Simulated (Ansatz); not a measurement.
# MnCO3 (Rhodochrosite): the cost of one run

Program: Ansatz 0.2.0 through its Python package. Level of theory: DFT LDA+U, plane waves, PAW. These are calculated values, not measurements.

### 1 Starting point

Symmetry: R-3c, No. 167, trigonal system. Conventional cell: a = 4.773 Å, b = 4.773 Å, c = 15.642 Å, α = 90.00°, β = 90.00°, γ = 120.00°. Mn (site symmetry -3) has 6 O at 2.19 Å in its first shell of neighbours. Around C (site symmetry 32) lie 3 O at 1.29 Å. Around O (site symmetry 2) lie 1 C at 1.29 Å and 2 Mn at 2.19 Å.

Input file POSCAR_mnco3:

```text
MnCO3
1.0
   2.38650000    1.37784642    5.21400000
  -2.38650000    1.37784642    5.21400000
   0.00000000   -2.75569283    5.21400000
Mn C O
2 2 6
Direct
   0.00000000    0.00000000    0.00000000
   0.50000000    0.50000000    0.50000000
   0.25000000    0.25000000    0.25000000
   0.75000000    0.75000000    0.75000000
   0.51950000    0.98050000    0.25000000
   0.25000000    0.51950000    0.98050000
   0.98050000    0.25000000    0.51950000
   0.48050000    0.01950000    0.75000000
   0.75000000    0.48050000    0.01950000
   0.01950000    0.75000000    0.48050000
```

### 2 The code

mnco3_vcrelax.py reads:

```python
"""Variable-cell relaxation of MnCO3."""

import ansatz as az
from ase import Atoms
from ase.io import read
from ase.io import write
import numpy as np

def edges_and_angles(cell):
    cell = np.asarray(cell)
    a, b, c = np.linalg.norm(cell, axis=1)
    cosines = cell[1] @ cell[2] / (b * c), cell[0] @ cell[2] / (a * c), cell[0] @ cell[1] / (a * b)
    return (a, b, c, *np.degrees(np.arccos(cosines)))

atoms = read("POSCAR_mnco3", format="vasp")
atoms.set_initial_magnetic_moments([5.2, -5.2, 0.0, 0.0, 0.0, 0.0, 0.0, 0.0, 0.0, 0.0])
structure = az.Crystal.from_ase(atoms)

# part of the cell is held
calc = (
    structure.calculation()
    .functional("LDA")
    .kpoints(6, 6, 6, center="gamma")  # the mesh must be finer for metals
    .occupations("fermi_dirac", width=0.1)  # fractional filling near the Fermi level
    .spin(az.SpinTreatment.COLLINEAR)  # two spin channels
    .hubbard("Mn", "d", u_eff=4.5)  # penalises fractional filling of this shell
    .scf(tolerance=1e-10)
    .relax(fix_cell=["a", "angles"])
    .density_of_states(energy_step=0.2, nscf_kmesh_spacing=0.2)  # states per eV and cell
    .band_table()  # levels at the mesh points
)
steps = []


def collect(event):
    if event["event"] == "relax_step":
        steps.append(event["data"])


result = calc.session().plan().execute(on_event=collect)
r = result.report
print("step   energy (eV)     max comp. (eV/A)   P (GPa)  SCF")
for s in steps:
    print(f"{s['step']:4d} {s['lagrangian_ev']:15.5f} {s['allowed_force_max_ev_ang']:12.4f} {s['pressure_gpa']:10.3f} {s['n_scf']:5d}")

first, last = steps[0], steps[-1]
symbols = [site.symbol for site in result.lattice.sites]
print(f"energy gained {first['lagrangian_ev'] - last['lagrangian_ev']:.4f} eV in {len(steps) - 1} steps")
for label, vectors in (("before", first["cell_ang"]), ("after", result.lattice.cell_ang)):
    print(label, "a b c (A) {:.4f} {:.4f} {:.4f}  angles {:.2f} {:.2f} {:.2f}".format(*edges_and_angles(vectors)), f" V = {abs(np.linalg.det(vectors)):.3f} A^3")
print("final stress xx yy zz (GPa, compression positive):", np.round(np.diag(r["stress_gpa"]), 3) + 0.0)

relaxed = Atoms(symbols, positions=[site.position_ang for site in result.lattice.sites], cell=result.lattice.cell_ang, pbc=True)
write("relaxed.extxyz", relaxed, format="extxyz")

print("atom   start x y z (A)              end x y z (A)")
for symbol, a, b in zip(symbols, first["positions_ang"], last["positions_ang"]):
    print(f"{symbol:3s}", " ".join(f"{v:8.4f}" for v in a), "  ", " ".join(f"{v:8.4f}" for v in b))

energy = r["free_energy_ev"]
print("F of the MnCO3 cell: {:.6f} eV = {:.6f} Ry = {:.6f} Ha".format(energy, energy / 13.605693, energy / 27.211386))
print("Fermi level {:.4f} eV, {} k-points, {} symmetry operations".format(r["fermi_energy_ev"], r["n_kpoints"], r["n_symmetry_ops"]))

print(f"net moment {r['magnetization_mub']:.3f} muB, absolute {r['absolute_magnetization_mub']:.3f} muB")
for index, (site, m) in enumerate(zip(result.lattice.sites, r["site_moments_mub"])):
    print(f"  {index:2d} {site.symbol:2s} {m:7.3f}")

dos = result.density_of_states()
energy = np.asarray(dos.energies_ev) - dos.fermi_ev
top = min(levels[-1] for levels in r["eigenvalues_ev"]) - dos.fermi_ev  # the computed bands end here
total = np.asarray(dos.spin_summed_g_bin_mean_per_ev)
print("E - E_F (eV)   states/eV")
for e in np.arange(-10, min(8, top), 1.0):
    print(f"{e:8.1f} {np.interp(e, energy, total):12.3f}")
```

### 3 The input behind the calls

The package turns the script's settings into the engine's input:

```yaml
crystal:
  lattice:
    - [2.3865, 1.37784642, 5.214]
    - [-2.3865, 1.37784642, 5.214]
    - [0.0, -2.75569283, 5.214]
  atoms:
    - { symbol: Mn, position: [0.0, 0.0, 0.0], spin: 5.2 }
    - { symbol: Mn, position: [0.5, 0.5, 0.5], spin: -5.2 }
    - { symbol: C, position: [0.25, 0.25, 0.25], spin: 0.0 }
    - { symbol: C, position: [0.75, 0.75, 0.75], spin: 0.0 }
    - { symbol: O, position: [0.5195000000000001, 0.9805, 0.25000000000000006], spin: 0.0 }
    - { symbol: O, position: [0.25000000000000006, 0.5195, 0.9805], spin: 0.0 }
    - { symbol: O, position: [0.9804999999999999, 0.24999999999999994, 0.5194999999999999], spin: 0.0 }
    - { symbol: O, position: [0.4805, 0.01949999999999998, 0.75], spin: 0.0 }
    - { symbol: O, position: [0.75, 0.4805, 0.019499999999999986], spin: 0.0 }
    - { symbol: O, position: [0.019500000000000052, 0.75, 0.4805], spin: 0.0 }
kpoints:
  mp_grid:
    grid: [6, 6, 6]
    shift: [0.0, 0.0, 0.0]
hamiltonian:
  xc: lda
  hubbard:
    - { species: Mn, l: d, u_eff: 4.5 }
magnetization:
  spin_polarized: true
scf:
  convergence:
    dr2_threshold: 1.0e-10
  occupations:
    method: fermi_dirac
    width: 0.1
relax:
  cell:
    fix: [a, angles]
output:
  dos:
    de: 0.2
    nscf_kmesh:
      kspacing: 0.2
  eigenvalues: true
```

### 4 Running it

Launch:

```sh
python mnco3_vcrelax.py
```

What time and memory should one allow on 1 thread of Arm Neoverse V2, shared host?

About 14 min, with a peak of 2 GiB.
